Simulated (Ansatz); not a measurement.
# C2H7PSi: small, medium and large basis sets

Aim: see how fast density functionals converge with the basis set for C2H7PSi.

Computed with Ansatz 0.2.0, Gaussian basis. Level: one geometry, several basis sets.

Plan: PBE0-D4/def2-SVP; ωB97M-V/def2-SVP; PBE0-D4/def2-QZVPP; ωB97M-V/def2-QZVPP; the functionals' def2-TZVPP values are taken from earlier runs.

### 1 The relaxed structure

The geometry comes from an earlier relaxation with PBE0-D4 in a triple-zeta def2 set; it is a stationary point, not always the lowest conformer.

SMILES `P[SiH]1CC1`, 11 atoms, charge 0, spin multiplicity 1.

Atoms are counted from 1 here; the program's logs count them from 0.

Bond lengths: P1–Si2 2.230 Å, P1–H5 1.421 Å, P1–H6 1.421 Å, Si2–C3 1.853 Å, Si2–C4 1.853 Å, Si2–H7 1.481 Å, C3–C4 1.537 Å, C3–H8 1.085 Å, C3–H9 1.085 Å, C4–H10 1.085 Å, C4–H11 1.085 Å. Angles: Si2–P1–H5 95.1°, Si2–P1–H6 95.0°, H5–P1–H6 93.5°, P1–Si2–C3 116.6°, P1–Si2–C4 116.6°, P1–Si2–H7 119.8°, C3–Si2–C4 49.0°, C3–Si2–H7 117.7°, C4–Si2–H7 117.7°, Si2–C3–C4 65.5°, Si2–C3–H8 119.1°, Si2–C3–H9 118.6°, C4–C3–H8 116.5°, C4–C3–H9 116.4°, H8–C3–H9 112.9°, Si2–C4–C3 65.5°, Si2–C4–H10 118.6°, Si2–C4–H11 119.1° and more.

### 2 PBE0-D4 in def2-SVP

Contents of in.yaml:

```yaml
crystal:
  periodic: [false, false, false]
  atoms:
    - {symbol: P, position_ang: [-1.799473, 1.156874, -0.734794]}
    - {symbol: Si, position_ang: [0.227675, 0.575807, -0.008317]}
    - {symbol: C, position_ang: [0.327068, -0.943495, 1.047526]}
    - {symbol: C, position_ang: [0.790044, -1.144768, -0.403774]}
    - {symbol: H, position_ang: [-1.322950, 1.978609, -1.791469]}
    - {symbol: H, position_ang: [-1.945980, 2.247838, 0.163648]}
    - {symbol: H, position_ang: [1.268220, 1.613042, 0.179532]}
    - {symbol: H, position_ang: [-0.589731, -1.446314, 1.336702]}
    - {symbol: H, position_ang: [1.095825, -0.996343, 1.811541]}
    - {symbol: H, position_ang: [1.849922, -1.323979, -0.552236]}
    - {symbol: H, position_ang: [0.164780, -1.774373, -1.027958]}
basis:
  gaussian: {orbitals: def2-SVP}
hamiltonian: {xc: pbe0, dispersion: d4}
output: {orbitals: {seedname: orbitals}}
```

Started as:

```console
> ansatz run in.yaml --threads 2 --pin off --events-out ev --progress --plain --max-ram 4352MiB
```

Further steps of the session: ωB97M-V in def2-SVP; PBE0-D4 in def2-QZVPP; ωB97M-V in def2-QZVPP.

Before running them: what should the planned runs give, taken together? Wanted: PBE0-D4: double and triple zeta above quadruple; ωB97M-V: double and triple zeta above quadruple.

The runs gave:

```
                                       quantity          value
PBE0-D4: double and triple zeta above quadruple  9.06, 0.68 eV
ωB97M-V: double and triple zeta above quadruple  9.19, 0.64 eV
```

In words: For PBE0-D4 the step from double to triple zeta gains 8.38 eV and the next only 0.68 eV. Total energies overstate the basis error of differences, where much of it tends to cancel. The LUMO of ωB97M-V is positive and keeps falling with the basis (2.42 to 1.57 eV): an unbound level that the basis holds in place.
